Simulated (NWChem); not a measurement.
**CH5NOSi (SMILES C1N[SiH2]O1): levels of theory compared**

We compute a comparison of 4 runs (HF/STO-3G, HF/3-21G, B3LYP/6-31G*) of CH5NOSi. 

The calculation is run with NWChem 7.3.0.

### Step 1. The molecule

CH5NOSi: 9 atoms, total charge 0, spin state singlet. As SMILES, `C1N[SiH2]O1`. Geometry: relaxed at PBE0-D4/def2-TZVP.

Bond lengths: C1–N2 1.468 Å, N2–Si3 1.726 Å, C1–O4 1.436 Å, Si3–O4 1.668 Å, C1–H5 1.095 Å, C1–H6 1.097 Å, N2–H7 1.006 Å, Si3–H8 1.491 Å, Si3–H9 1.484 Å. Some angles: C1–N2–Si3 87.4°, N2–C1–O4 99.7°, N2–Si3–O4 81.7°, C1–O4–Si3 90.7°, C1–N2–H7 118.3°, Si3–N2–H7 129.6°, N2–C1–H5 113.1°, N2–C1–H6 113.7°, O4–C1–H5 109.5°, O4–C1–H6 110.7°.

### Step 2. Energy and gradient at HF/STO-3G (run 1)

Input file nw.xyz:

```xyz
9
CH5NOSi
C     -0.800800     0.729600     0.121700
N     -0.090800     0.039000    -0.961200
Si     0.727200    -0.867100     0.259500
O     -0.320800    -0.023700     1.246100
H     -1.889700     0.630700     0.053900
H     -0.531600     1.788500     0.220600
H      0.287300     0.591800    -1.711300
H      2.176200    -0.596600     0.480800
H      0.531500    -2.338500     0.272900
```

Input file nw.nw:

```
start nw
title "CH5NOSi"
memory 2200 mb
charge 0

geometry units angstrom noautosym nocenter noautoz
   load nw.xyz
end

basis spherical bse
   * library STO-3G
end

scf
   thresh 1e-08
   maxiter 80
   noprint "final vectors analysis"
end

task scf gradient
```

On the command line:

```
$ nwchem nw.nw > nw.out
```

Log:

```text
[...]
  functions       =    29
[...]
  wavefunction    = RHF
[...]
         Total SCF energy =   -453.502554940262
      One-electron energy =   -984.974322060391
      Two-electron energy =    352.344037307828
 Nuclear repulsion energy =    179.127729812301
        Time for solution =      1.4s
[...]
                         RHF ENERGY GRADIENTS
    atom               coordinates                        gradient
                 x          y          z           x          y          z
   1 C      -1.513293   1.378744   0.229980    0.017233  -0.017136  -0.006204
   2 N      -0.171587   0.073699  -1.816405    0.003277   0.022844  -0.003850
   3 Si      1.374209  -1.638581   0.490384   -0.054742   0.050287   0.004250
   4 O      -0.606224  -0.044787   2.354788    0.006279  -0.006491  -0.014690
   5 H      -3.571015   1.191850   0.101856    0.005583  -0.006351   0.002952
   6 H      -1.004578   3.379775   0.416874    0.003510  -0.005519   0.001356
   7 H       0.542918   1.118340  -3.233888   -0.008205  -0.011929   0.009042
   8 H       4.112422  -1.127411   0.908580    0.031147   0.004731   0.005064
   9 H       1.004389  -4.419124   0.515706   -0.004082  -0.030437   0.002079
[...]
```

Wall time 2.6 s (1 thread of Intel Xeon 6975P-C (Granite Rapids), shared host); peak memory 0.099 GiB.

### Step 3. Energy and forces at HF/3-21G (run 2)

Input file geom.xyz:

```xyz
9
CH5NOSi
C     -0.800800     0.729600     0.121700
N     -0.090800     0.039000    -0.961200
Si     0.727200    -0.867100     0.259500
O     -0.320800    -0.023700     1.246100
H     -1.889700     0.630700     0.053900
H     -0.531600     1.788500     0.220600
H      0.287300     0.591800    -1.711300
H      2.176200    -0.596600     0.480800
H      0.531500    -2.338500     0.272900
```

Input file geom.nw:

```
start geom
title "CH5NOSi"
memory 2200 mb
charge 0

geometry noautosym nocenter noautoz
  load geom.xyz
end

basis spherical bse
  * library 3-21G
end

scf
  singlet
  rhf
  thresh 1e-08
  maxiter 80
end

task scf gradient
```

On the command line:

```
$ nwchem geom.nw > geom.out
```

Log:

```text
[...]
  functions       =    50
[...]
  wavefunction    = RHF
[...]
         Total SCF energy =   -456.545325380791
      One-electron energy =   -985.601021324796
      Two-electron energy =    349.927966131704
 Nuclear repulsion energy =    179.127729812301
        Time for solution =      1.9s
[...]
                         RHF ENERGY GRADIENTS
    atom               coordinates                        gradient
                 x          y          z           x          y          z
   1 C      -1.513293   1.378744   0.229980    0.053016  -0.044149   0.002065
   2 N      -0.171587   0.073699  -1.816405   -0.011588  -0.017048   0.020095
   3 Si      1.374209  -1.638581   0.490384   -0.045584   0.056868  -0.004235
   4 O      -0.606224  -0.044787   2.354788    0.005111  -0.004935  -0.022931
   5 H      -3.571015   1.191850   0.101856   -0.011790  -0.003000   0.000530
   6 H      -1.004578   3.379775   0.416874    0.002475   0.009920   0.002061
   7 H       0.542918   1.118340  -3.233888    0.006294   0.006542   0.000522
   8 H       4.112422  -1.127411   0.908580    0.002149  -0.001598   0.001473
   9 H       1.004389  -4.419124   0.515706   -0.000081  -0.002601   0.000420
[...]
```

It took 3.3 s on 1 thread of Intel Xeon 6975P-C (Granite Rapids), shared host; peak memory 0.096 GiB.

Run 3 isn't shown in full; the table further down has it.

### Step 4. Energy and gradient at B3LYP/6-31G(d) (Cartesian functions) (run 4)

Input file input.nw:

```
start input
title "CH5NOSi"
memory 2200 mb

geometry units angstroms noautosym nocenter noautoz
  C       -0.800800       0.729600       0.121700
  N       -0.090800       0.039000      -0.961200
  Si       0.727200      -0.867100       0.259500
  O       -0.320800      -0.023700       1.246100
  H       -1.889700       0.630700       0.053900
  H       -0.531600       1.788500       0.220600
  H        0.287300       0.591800      -1.711300
  H        2.176200      -0.596600       0.480800
  H        0.531500      -2.338500       0.272900
end

basis cartesian
  * library 6-31G*
end

dft
  xc b3lyp
  grid xfine
  convergence energy 1e-08
  maxiter 100
  mulliken
end

task dft gradient
```

On the command line:

```
$ nwchem input.nw > input.out
```

Log:

```text
[...]
          Wavefunction type:  closed shell.
          No. of atoms     :     9
          No. of electrons :    40
[...]
          Charge           :     0
          Spin multiplicity:     1
[...]
          AO basis - number of functions:    74
[...]
              XC Information
              --------------
                         B3LYP Method XC Potential
                     Hartree-Fock (Exact) Exchange  0.200
                        Slater Exchange Functional  0.800 local
                    Becke 1988 Exchange Functional  0.720 non-local
              Lee-Yang-Parr Correlation Functional  0.810
                  VWN I RPA Correlation Functional  0.190 local
[...]
 d= 0,ls=0.0,diis     1   -460.5011089137 -6.40D+02  1.85D-02  8.56D-01     2.8
[...]
 d= 0,ls=0.0,diis    10   -460.5897035321 -1.46D-09  3.63D-07  1.83D-09    25.8
         Total DFT energy =     -460.589703532127
      One electron energy =     -989.579458036369
           Coulomb energy =      393.696346221236
    Exchange-Corr. energy =      -43.834321529295
 Nuclear repulsion energy =      179.127729812301
[...]
      Total Density - Mulliken Population Analysis
     ---------------------------------------------
    Atom       Charge   Shell Charges
 -----------   ------   -------------------------------------------------------
    1 C    6     5.90   1.99  0.70  2.01  0.48  0.65  0.07
    2 N    7     7.69   1.99  0.77  2.53  0.85  1.52  0.02
    3 Si  14    13.26   2.00  1.99  5.96  1.00  1.68  0.17  0.19  0.26
    4 O    8     8.56   1.99  0.90  2.92  0.99  1.74  0.02
    5 H    1     0.85   0.54  0.31
    6 H    1     0.86   0.54  0.32
    7 H    1     0.69   0.51  0.18
    8 H    1     1.11   0.52  0.59
    9 H    1     1.10   0.52  0.58
[...]
  wavefunction    = closed shell
[...]
```

It took 33 s on 1 thread of Intel Xeon 6975P-C (Granite Rapids), shared host; peak memory 0.14 GiB.

### Step 5. The series

```csv
run,level,iteration cap,module,energy (Eh),dipole moment (D),largest force (eV/Å),wall time
1,HF/STO-3G,80,scf,-453.502555,1.87,3.829,2.6 s
2,HF/3-21G,80,scf,-456.545325,2.48,3.754,3.3 s
3,B3LYP/6-31G* (spherical functions),100,dft,-460.585244,1.98,0.816,32 s
4,B3LYP/6-31G* (Cartesian functions),100,dft,-460.589704,1.99,0.803,33 s
```

### Step 6. Summary of results

| quantity | value |
| --- | --- |
| run 4: total energy | -460.58970 Eh |
| run 4: dipole moment | 1.99 D |
| run 4: HOMO energy | -6.61 eV |
| run 4: LUMO energy | -0.15 eV |
| run 4: HOMO–LUMO gap | 6.46 eV |
| run 4: largest force on an atom | 0.803 eV/Å |

In words: The dipole moment (its size) runs from 1.87 D (HF/STO-3G) to 2.48 D (HF/3-21G). Over runs 2, 3, 4 the HOMO–LUMO gap runs from 6.46 eV (B3LYP/6-31G*) to 13.99 eV (HF/3-21G). The two ends differ in method and basis. In run 1 the basis is minimal, so the values are rough. All runs together took 71 s, the longest 33 s.
